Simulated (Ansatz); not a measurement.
# CH7GeNSi: the cost of one run

The runs use Ansatz 0.2.0, Gaussian basis; functionals in def2-TZVPP, the program's frozen cores in correlated methods.

The runs, in order: PBE-D4, r2SCAN-D4, PBE0-D4, B3LYP-D4, ωB97X-V, ωB97M-V, B2PLYP; CCSD(T)/def2-TZVPP; MP2/def2-QZVPP; extrapolation to the limit.

## (1) The geometry

The geometry comes from an earlier relaxation with PBE0-D4 in a triple-zeta def2 set; it is a stationary point, not always the lowest conformer.

11 atoms, charge 0, spin multiplicity 1.

Atoms are counted from 1 here; the program's logs count them from 0.

Bond lengths: C1–Si2 1.889 Å, C1–Ge4 1.972 Å, C1–H5 1.090 Å, C1–H6 1.090 Å, Si2–N3 1.723 Å, Si2–H7 1.492 Å, Si2–H8 1.492 Å, N3–Ge4 1.853 Å, N3–H9 1.004 Å, Ge4–H10 1.543 Å, Ge4–H11 1.543 Å. Angles: Si2–C1–Ge4 87.4°, Si2–C1–H5 115.6°, Si2–C1–H6 115.6°, Ge4–C1–H5 113.8°, Ge4–C1–H6 113.9°, H5–C1–H6 109.2°, C1–Si2–N3 91.2°, C1–Si2–H7 114.3°, C1–Si2–H8 114.3°, N3–Si2–H7 115.1°, N3–Si2–H8 115.1°, H7–Si2–H8 106.6°, Si2–N3–Ge4 96.5°, Si2–N3–H9 132.8°, Ge4–N3–H9 130.7°, C1–Ge4–N3 84.9°, C1–Ge4–H10 116.8°, C1–Ge4–H11 116.8° and more.

## (2) PBE-D4 (GGA)

in.yaml

```yaml
crystal:
  periodic: [false, false, false]
  atoms:
    - {symbol: C, position_ang: [-1.022247, 0.225564, -0.627136]}
    - {symbol: Si, position_ang: [-0.582491, -0.209699, 1.157348]}
    - {symbol: N, position_ang: [1.094894, -0.269183, 0.766524]}
    - {symbol: Ge, position_ang: [0.906578, 0.143889, -1.029519]}
    - {symbol: H, position_ang: [-1.461902, 1.211228, -0.776872]}
    - {symbol: H, position_ang: [-1.615632, -0.516330, -1.160712]}
    - {symbol: H, position_ang: [-1.167337, -1.496007, 1.637777]}
    - {symbol: H, position_ang: [-0.964033, 0.831472, 2.156229]}
    - {symbol: H, position_ang: [1.916201, -0.462749, 1.310641]}
    - {symbol: H, position_ang: [1.372241, -0.981675, -1.976982]}
    - {symbol: H, position_ang: [1.589231, 1.466589, -1.436697]}
basis:
  gaussian: {orbitals: def2-TZVPP}
hamiltonian: {xc: pbe, dispersion: d4}
output: {forces: true, orbitals: {seedname: orbitals}}
```

Run with:

```console
ansatz run in.yaml --threads 4 --pin off --events-out ev --progress --plain --max-ram 10444MiB
```

Q: Estimate wall time and peak memory on 4 threads of Arm Neoverse V1, shared host.

About 3.8 s, with a peak of 0.35 GiB.
